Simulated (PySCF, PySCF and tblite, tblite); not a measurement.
# C7H9N: conformers and averaged spectra, part 2 of 2

PySCF and tblite. Atoms count from 0. The steps go on from the part before.

### Step 5. Averages: properties at PBE0/pcSseg-1 in chloroform

What the job is given:

```
{"job": {"study": "conf", "smiles": "Cc1ccccc1N", "search": {"seed": 806, "n_embed": 60, "ff_keep": 14, "window": 1.0, "nmax": 10, "temps": [150, 298.15, 350, 450, 800], "t_ref": 298.15, "order": 0.002, "w0": 100.0}, "level": {"nmr": {"xc": "PBE0", "basis": "pcSseg-1", "solvent": "chloroform"}, "j": {"xc": "B3LYP", "basis": {"default": "6-31G*", "H": "pcJ-1"}, "nuclei": ["H", "F", "P", "Si", "B"]}}, "kind": "conf"}, "charge": 0, "multiplicity": 1}
C     -2.071386    -0.496019     0.331362
C     -0.577182    -0.389554     0.231619
C      0.210480    -1.525286     0.150695
C      1.590582    -1.446144     0.067912
C      2.201115    -0.204937     0.066358
C      1.434165     0.941161     0.140407
C      0.044972     0.868134     0.222742
N     -0.699504     2.027316     0.369767
H     -2.375557    -1.539039     0.362155
H     -2.430726    -0.003283     1.234643
H     -2.555596    -0.027418    -0.527783
H     -0.267876    -2.494881     0.154315
H      2.182563    -2.346817     0.007090
H      3.276582    -0.126275     0.002963
H      1.907992     1.913396     0.137044
H     -0.222900     2.876890     0.110692
H     -1.654722     1.984789     0.053896
```

Output:

```text
conformer  sym    E(xTB)   E(DFT)   G(298.15 K)  weight  dipole/D
    1     C1      0.000    0.000    0.000   1.0000    2.322

mean shielding (ppm) by class
class atoms           150 K   298.15 K      350 K      450 K      800 K
  0 C  0            167.245    167.245    167.245    167.245    167.245
  1 C  1             61.678     61.678     61.678     61.678     61.678
  2 C  2             51.045     51.045     51.045     51.045     51.045
  3 C  3             65.478     65.478     65.478     65.478     65.478
  4 C  4             54.245     54.245     54.245     54.245     54.245
  5 C  5             69.496     69.496     69.496     69.496     69.496
  6 C  6             35.571     35.571     35.571     35.571     35.571
  7 N  7            192.528    192.528    192.528    192.528    192.528
  8 H  8,9,10        29.428     29.428     29.428     29.428     29.428
  9 H  11            24.232     24.232     24.232     24.232     24.232
 10 H  12            24.782     24.782     24.782     24.782     24.782
 11 H  13            24.281     24.281     24.281     24.281     24.281
 12 H  14            24.768     24.768     24.768     24.768     24.768
 13 H  15,16         27.949     27.949     27.949     27.949     27.949
```

Run time: 45 s. Hardware: 1 thread of Arm Neoverse V2, shared host. This counts the runs that the step sums up.

The search (ETKDG and KDG, MMFF94s, GFN2-xTB) embedded 60 structures, kept 1 distinct ones after the force field and 1 after xTB; 1 was carried on (window 1.0 kcal/mol at the search's own energies). Energies: PBE0/pcSseg-1 in chloroform with D3(BJ).

The conformers at 298 K:

```tsv
no.	group	mirror pair	ΔE xTB	ΔE DFT	ΔG	weight (%)	μ (D)	C1–C6–N7–H15 (°)	A, B, C (GHz)
1	C1	yes	0.00	0.00	0.00	100.0	2.32	-164	3.26, 2.23, 1.33
```

Energies in kcal/mol. ΔG holds xTB vibrations and rotation, symmetry numbers and mirror pairs.

Shifts against references run at the same level (¹H TMS 31.70, ¹⁵N NH3 269.8, ¹³C TMS 187.6 ppm of shielding), by class of atoms, at 298 K:

```tsv
atoms	environment	average
C6	aromatic carbon bearing nitrogen	152.0
C2	aromatic CH	136.5
C4	aromatic CH	133.3
C1	substituted aromatic carbon	125.9
C3	aromatic CH	122.1
C5	aromatic CH	118.1
C0	methyl carbon on an aromatic ring	20.3
H11	hydrogen on an aromatic CH	7.47
H13	hydrogen on an aromatic CH	7.42
H14	hydrogen on an aromatic CH	6.93
H12	hydrogen on an aromatic CH	6.92
H15, H16	hydrogen on an aniline-type nitrogen	3.75
H8, H9, H10	hydrogen on a methyl carbon on an aromatic ring	2.27
N7	aniline-type nitrogen	77.3
```

Couplings (Hz, B3LYP/6-31G*+pcJ-1; one pair named for each class), from conformers that hold 100 % of the weight:

```tsv
pair	bonds	average
H8–H9	2	-15.0
H15–H16	2	-1.1
H13–H14	3	8.8
H12–H13	3	8.4
H11–H12	3	8.4
H8–H11	4	-0.8
H11–H13	4	0.6
```

Effective distances for nuclear Overhauser effects, ⟨r⁻⁶⟩^(−1/6) over all pairs of two classes (Å): H11···H12 2.46; H13···H14 2.46; H12···H13 2.48; H14···H15 2.59; H8···H11 2.71; H8···H15 2.78.

### Step 6. Shieldings, conformer 1: OPBE/pcSseg-1 in dichloromethane

What the job is given:

```
{"job": {"xc": "OPBE", "basis": "pcSseg-1", "solvent": "dichloromethane", "kind": "nmr", "pop": false}, "charge": 0, "multiplicity": 1}
C     -2.071386    -0.496019     0.331362
C     -0.577182    -0.389554     0.231619
C      0.210480    -1.525286     0.150695
C      1.590582    -1.446144     0.067912
C      2.201115    -0.204937     0.066358
C      1.434165     0.941161     0.140407
C      0.044972     0.868134     0.222742
N     -0.699504     2.027316     0.369767
H     -2.375557    -1.539039     0.362155
H     -2.430726    -0.003283     1.234643
H     -2.555596    -0.027418    -0.527783
H     -0.267876    -2.494881     0.154315
H      2.182563    -2.346817     0.007090
H      3.276582    -0.126275     0.002963
H      1.907992     1.913396     0.137044
H     -0.222900     2.876890     0.110692
H     -1.654722     1.984789     0.053896
```

Output:

```text
coarse grid: 14248 points
cycle   1  E = -326.6468012452  dE =  1.036e+00  |g| = 5.658e-01  |ddm| = 4.090e+00
cycle   2  E = -326.5915596789  dE =  5.524e-02  |g| = 7.377e-01  |ddm| = 1.350e+00
cycle   3  E = -326.7353222778  dE = -1.438e-01  |g| = 8.813e-02  |ddm| = 8.117e-01
cycle   4  E = -326.7367524830  dE = -1.430e-03  |g| = 5.031e-02  |ddm| = 1.337e-01
cycle   5  E = -326.7374663636  dE = -7.139e-04  |g| = 9.043e-03  |ddm| = 6.412e-02
cycle   6  E = -326.7374823761  dE = -1.601e-05  |g| = 4.719e-03  |ddm| = 1.133e-02
cycle   7  E = -326.7374875223  dE = -5.146e-06  |g| = 5.317e-04  |ddm| = 4.241e-03
final grid: 137800 points
cycle   8  E = -326.7489490895  dE = -2.168e-04  |g| = 9.321e-03  |ddm| = 9.819e-02
cycle   9  E = -326.7489362270  dE =  1.286e-05  |g| = 1.183e-02  |ddm| = 2.718e-02
cycle  10  E = -326.7489744341  dE = -3.821e-05  |g| = 8.597e-04  |ddm| = 1.330e-02
cycle  11  E = -326.7489744703  dE = -3.626e-08  |g| = 7.467e-04  |ddm| = 1.481e-03
cycle  12  E = -326.7489746174  dE = -1.471e-07  |g| = 1.361e-04  |ddm| = 8.394e-04
cycle  13  E = -326.7489746209  dE = -3.439e-09  |g| = 8.228e-05  |ddm| = 2.058e-04
cycle  14  E = -326.7489746226  dE = -1.766e-09  |g| = 1.174e-05  |ddm| = 8.518e-05
cycle  15  E = -326.7489746227  dE = -2.444e-11  |g| = 6.191e-06  |ddm| = 1.546e-05
converged SCF energy = -326.7489746227

GIAO shielding tensors (ppm)
atom      isotropic    diamagn.    paramagn.     s11        s22        s33       span
  0 C      167.633     246.383     -78.750    156.800    159.243    186.855     30.055
  1 C       69.827     259.784    -189.958     -5.569     42.801    172.248    177.817
  2 C       60.269     248.495    -188.226    -35.460     57.646    158.623    194.083
  3 C       73.528     252.182    -178.654    -21.135     65.624    176.095    197.229
  4 C       63.408     251.674    -188.266    -36.876     51.968    175.131    212.007
  5 C       77.013     251.473    -174.461     -3.840     70.835    164.043    167.883
  6 C       46.283     251.294    -205.012    -31.876     19.703    151.020    182.896
  7 N      188.183     319.025    -130.842    157.132    181.271    226.146     69.013
  8 H       29.349      29.549      -0.200     24.365     28.685     34.996     10.631
  9 H       29.450      28.936       0.514     25.058     28.060     35.231     10.172
 10 H       29.440      29.446      -0.006     25.023     27.847     35.450     10.427
 11 H       24.252      32.710      -8.458     20.726     23.895     28.135      7.410
 12 H       24.761      31.055      -6.294     21.630     25.914     26.738      5.107
 13 H       24.287      30.650      -6.363     21.205     25.083     26.573      5.368
 14 H       24.791      32.086      -7.295     20.993     24.964     28.416      7.423
 15 H       27.660      31.827      -4.167     20.844     26.157     35.977     15.133
 16 H       27.816      33.048      -5.232     20.245     28.147     35.056     14.811
```

Run time: 16 s. Hardware: 1 thread of Arm Neoverse V2, shared host; peak memory 0.86 GiB.

In short: HOMO -4.82 eV, LUMO -0.73 eV; dipole 2.59 D.

### Step 7. Single-point energy, conformer 1: BP86/6-311G** in dichloromethane

Changed since step 6:

```diff
@@ -1,2 +1,2 @@
-{"job": {"xc": "OPBE", "basis": "pcSseg-1", "solvent": "dichloromethane", "kind": "nmr", "pop": false}, "charge": 0, "multiplicity": 1}
+{"job": {"xc": "BP86", "basis": "6-311G**", "solvent": "dichloromethane", "kind": "sp"}, "charge": 0, "multiplicity": 1}
 C     -2.071386    -0.496019     0.331362
```

Output:

```text
coarse grid: 14248 points
cycle   1  E = -326.9086856462  dE =  1.055e+00  |g| = 6.440e-01  |ddm| = 3.804e+00
cycle   2  E = -326.8197822139  dE =  8.890e-02  |g| = 8.809e-01  |ddm| = 1.253e+00
cycle   3  E = -327.0188755071  dE = -1.991e-01  |g| = 8.955e-02  |ddm| = 7.673e-01
cycle   4  E = -327.0196290758  dE = -7.536e-04  |g| = 6.953e-02  |ddm| = 1.244e-01
cycle   5  E = -327.0209731093  dE = -1.344e-03  |g| = 1.252e-02  |ddm| = 7.184e-02
cycle   6  E = -327.0210059689  dE = -3.286e-05  |g| = 5.722e-03  |ddm| = 1.264e-02
cycle   7  E = -327.0210132157  dE = -7.247e-06  |g| = 5.863e-04  |ddm| = 3.958e-03
final grid: 137800 points
cycle   8  E = -327.0050153286  dE = -8.150e-05  |g| = 6.379e-03  |ddm| = 7.217e-02
cycle   9  E = -327.0050062424  dE =  9.086e-06  |g| = 8.810e-03  |ddm| = 1.162e-02
cycle  10  E = -327.0050250064  dE = -1.876e-05  |g| = 1.071e-03  |ddm| = 6.612e-03
cycle  11  E = -327.0050251916  dE = -1.852e-07  |g| = 4.234e-04  |ddm| = 1.234e-03
cycle  12  E = -327.0050252392  dE = -4.763e-08  |g| = 1.060e-04  |ddm| = 4.418e-04
cycle  13  E = -327.0050252417  dE = -2.448e-09  |g| = 4.132e-05  |ddm| = 1.037e-04
cycle  14  E = -327.0050252421  dE = -3.914e-10  |g| = 6.959e-06  |ddm| = 3.327e-05
converged SCF energy = -327.0050252421
```

Run time: 9.5 s. Hardware: 1 thread of Arm Neoverse V2, shared host; peak memory 0.77 GiB.

Key values: HOMO -4.83 eV, LUMO -0.80 eV; dipole 2.60 D.

### Step 8. The ensemble: properties at OPBE/pcSseg-1 in dichloromethane

What the job is given:

```
{"job": {"study": "conf", "smiles": "Cc1ccccc1N", "search": {"seed": 806, "n_embed": 60, "ff_keep": 14, "window": 1.0, "nmax": 10, "temps": [150, 298.15, 350, 450, 800], "t_ref": 298.15, "order": 0.002, "w0": 100.0}, "level": {"nmr": {"xc": "OPBE", "basis": "pcSseg-1", "solvent": "dichloromethane"}, "sp": {"xc": "BP86", "basis": "6-311G**", "solvent": "dichloromethane"}, "change": "OPBE/pcSseg-1; solvent dichloromethane; energies BP86/6-311G**", "top": 4}, "kind": "conf"}, "charge": 0, "multiplicity": 1}
C     -2.071386    -0.496019     0.331362
C     -0.577182    -0.389554     0.231619
C      0.210480    -1.525286     0.150695
C      1.590582    -1.446144     0.067912
C      2.201115    -0.204937     0.066358
C      1.434165     0.941161     0.140407
C      0.044972     0.868134     0.222742
N     -0.699504     2.027316     0.369767
H     -2.375557    -1.539039     0.362155
H     -2.430726    -0.003283     1.234643
H     -2.555596    -0.027418    -0.527783
H     -0.267876    -2.494881     0.154315
H      2.182563    -2.346817     0.007090
H      3.276582    -0.126275     0.002963
H      1.907992     1.913396     0.137044
H     -0.222900     2.876890     0.110692
H     -1.654722     1.984789     0.053896
```

Output:

```text
conformer  sym    E(xTB)   E(DFT)   G(298.15 K)  weight  dipole/D
    1     C1      0.000    0.000    0.000   1.0000    2.597

mean shielding (ppm) by class
class atoms           150 K   298.15 K      350 K      450 K      800 K
  0 C  0            167.633    167.633    167.633    167.633    167.633
  1 C  1             69.826     69.826     69.826     69.826     69.826
  2 C  2             60.269     60.269     60.269     60.269     60.269
  3 C  3             73.528     73.528     73.528     73.528     73.528
  4 C  4             63.408     63.408     63.408     63.408     63.408
  5 C  5             77.013     77.013     77.013     77.013     77.013
  6 C  6             46.283     46.283     46.283     46.283     46.283
  7 N  7            188.183    188.183    188.183    188.183    188.183
  8 H  8,9,10        29.413     29.413     29.413     29.413     29.413
  9 H  11            24.252     24.252     24.252     24.252     24.252
 10 H  12            24.761     24.761     24.761     24.761     24.761
 11 H  13            24.287     24.287     24.287     24.287     24.287
 12 H  14            24.791     24.791     24.791     24.791     24.791
 13 H  15,16         27.738     27.738     27.738     27.738     27.738
```

Wall time 26 s (1 thread of Arm Neoverse V2, shared host). This counts the runs that the step sums up.

Against the first level, at 298 K (shieldings, ppm; largest changes first):

```tsv
atoms	PBE0/pcSseg-1 in chloroform	OPBE/pcSseg-1 in dichloromethane	change
C6	35.6	46.3	+10.7
C2	51.0	60.3	+9.2
C4	54.2	63.4	+9.2
C1	61.7	69.8	+8.1
C3	65.5	73.5	+8.1
C5	69.5	77.0	+7.5
N7	192.5	188.2	-4.3
C0	167.2	167.6	+0.4
H15, H16	27.95	27.74	-0.21
H14	24.77	24.79	+0.02
```

Weights: from PBE0/pcSseg-1 in chloroform energies 1: 100 %; from BP86/6-311G** in dichloromethane energies 1: 100 % (with a dispersion term where the level has one and the same thermal terms, so they don't follow from the SCF energies alone). Times: 45 s and 26 s.

### Step 9. Outcome

This closing draws on all 2 parts.

| quantity | value |
| --- | --- |
| conformers | 1; the first in weight is no. 1 (C1), 100 % at 298 K |
| root-mean-square dipole | 2.32 D |
| averaged ¹³C shifts (PBE0/pcSseg-1 in chloroform) | 152.0, 136.5, 133.3, 125.9, 122.1, 118.1, 20.3 ppm |
| averaged ¹H shifts (PBE0/pcSseg-1 in chloroform) | 7.47, 7.42, 6.93, 6.92, 3.75, 2.27 ppm |

What this shows: The search found one conformer in the window, so the averages are its own values. Protons on O, N, S or Se exchange and bind to solvent, so their values hold for the lone molecule only. Between PBE0/pcSseg-1 in chloroform and OPBE/pcSseg-1 in dichloromethane, C6 changes most, by 10.7 ppm of raw shielding.
